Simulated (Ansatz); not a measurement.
# ScPt: the cost of one run

Computed with Ansatz 0.2.0 (DFT LDA, scalar-relativistic, unless a step's input says otherwise).

## 1. Starting point

It takes space group Pm-3m (No. 221, cubic). Conventional cell: a = 3.270 Å, b = 3.270 Å, c = 3.270 Å, α = 90.00°, β = 90.00°, γ = 90.00°. Around Sc (site symmetry m-3m) lie 8 Pt at 2.83 Å. Around Pt (site symmetry m-3m) lie 8 Sc at 2.83 Å.

As a file:

```
Sc Pt
1.0
     3.27000    0.00000    0.00000
     0.00000    3.27000    0.00000
     0.00000    0.00000    3.27000
Sc Pt
1 1
Direct
  0.50000 0.50000 0.50000
  0.00000 0.00000 0.00000
```

Atoms are numbered in the order of the input: Sc1, Pt2.

## 2. The deformed structure

Space group Pm-3m before, P4/mmm after.

## 3. LAPW, all electrons

The input, input.yaml:

```yaml
crystal:
  lattice:
    - [3.27, 0.0, 0.0]
    - [0.0, 3.27, 0.0]
    - [0.0, 0.0, 3.3027]
  atoms:
    - { symbol: Sc, position: [0.5, 0.5, 0.5] }
    - { symbol: Pt, position: [0.0, 0.0, 0.0] }
kpoints:
  mp_grid: { grid: [10, 10, 10] }
  band_path:
    path:
      - [0.0, 0.0, 0.0]
      - [0.0, 0.5, 0.0]
      - [0.5, 0.5, 0.0]
      - [0.0, 0.0, 0.0]
      - [0.0, 0.0, 0.5]
      - [0.0, 0.5, 0.5]
      - [0.5, 0.5, 0.5]
      - [0.0, 0.0, 0.5]
      - [0.0, 0.5, 0.0]
    npoints: 5
scf:
  occupations: { method: fermi_dirac, width: 0.05 }
hamiltonian:
  xc: lda
  pseudopotentials: { kind: all_electron, lapw: { basis_error: 0.00025 } }
output:
  forces: true
  stress: true
  eigenvalues: true
```

On the command line:

```
> ansatz run input.yaml --threads 1 --pin off --max-ram 3072MiB --backend cpu --events-out ev --progress --plain --runs-dir out
```

**Question.** How long does this run take on 1 thread of Intel Xeon 6975P-C (Granite Rapids), shared host, and how much memory does it need?

About 29 s, with a peak of 0.67 GiB.
